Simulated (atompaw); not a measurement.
**Pseudopotential generation for In: PAW (atompaw), PBEsol**

Aim: build the potential from the settings below, then test how well it stands in for the atom: scattering, ghost states and the plane-wave cutoff that it needs.

Program: atompaw 4.2.0.5. Reference atom: PBEsol, scalar-relativistic, spherical and spin-unpolarised. All values are calculated.

5 further runs of the same task are left out: 1 that didn't finish, 4 set aside as unsound or not needed.

## Step 1: Starting point

Typed settings, in words:

```json
{"element": "indium (In, Z = 49)", "type": "PAW", "frozen core": "[Kr]", "valence charge": "13", "reference configuration": "4d10 5s2 5p1", "partial waves": "5s (bound): rc 2.32 bohr; 5s channel at -0.1 Ry: rc 3.00 bohr; 5p (bound): rc 3.00 bohr; 5p channel at 0.2 Ry: rc 3.00 bohr; 4d (bound): rc 1.95 bohr; 4d channel at -0.95 Ry: rc 1.95 bohr", "local potential": "troulliermartins scheme with l = 3 at -0.5 Ry, radius 2.70 bohr", "core correction": "smooth core density matched at 1.90 bohr", "augmentation charge": "gaussian compensation charge, radius 2.75 bohr; PAW radius 3.00 bohr; waves and projectors: custom rrkj gramschmidtortho"}
```

The outer shells as boxes (Hund's rule for the drawing; the calculation is spin-unpolarised):

```
[Kr] core
4d [↑↓][↑↓][↑↓][↑↓][↑↓]
5s [↑↓]
5p [↑ ][  ][  ]
```

## Step 2: The generation run

Contents of In.input:

```
In 49
GGA-PBESOL scalarrelativistic loggrid 1500 logderivrange -3 5 201
5 5 4 0 0 0
5 1 1
0 0 0
c
c
c
c
v
c
c
c
v
c
v
2
3.00 2.75 2.70 1.90
y
-0.1
n
y
0.2
n
y
-0.95
n
custom rrkj gramschmidtortho gaussian
3 -0.5 troulliermartins
2.32
3.00
3.00
3.00
1.95
1.95
PWSCFOUT
UPFDX 0.0125d0 UPFXMIN -7.d0 UPFZMESH 49.d0
END
```

Started as:

```sh
$ atompaw < In.input > In.log
```

Q: Predict the outcome of this session. Wanted: cutoffs for 10 and 1 mRy, occupied levels; bound ghosts; largest phase difference near zero energy, channels read; lowest eigenvalue of the overlap; share of valence orbitals outside the PAW sphere; UPF file.

As calculated:

```
                                                quantity                     value
               cutoffs for 10 and 1 mRy, occupied levels           30 Ry and 50 Ry
                                            bound ghosts            s at -18.57 eV
largest phase difference near zero energy, channels read                 0.012 rad
         lowest eigenvalue of the overlap (Bessel basis)                 0.086 (s)
        share of valence orbitals outside the PAW sphere  5s 29 %, 5p 62 %, 4d 1 %
                                                UPF file                   written
```

In words: A bound ghost (s) makes it unfit for use: electrons can fall into a state that the atom doesn't have. By its cutoff, 30 Ry for the looser tolerance, it is soft on the atom at that tolerance. The slowest occupied level is 4d: taken alone it needs 30 Ry to come within 1 mRy, against 6 Ry or less for 5s. Near zero energy the phases of the channels with partial waves agree within 0.012 rad. The pseudo curves have a pole with no partner nearby in the atom's: s at -1.36 Ry. These are tests on the free atom; a crystal test is still owed.
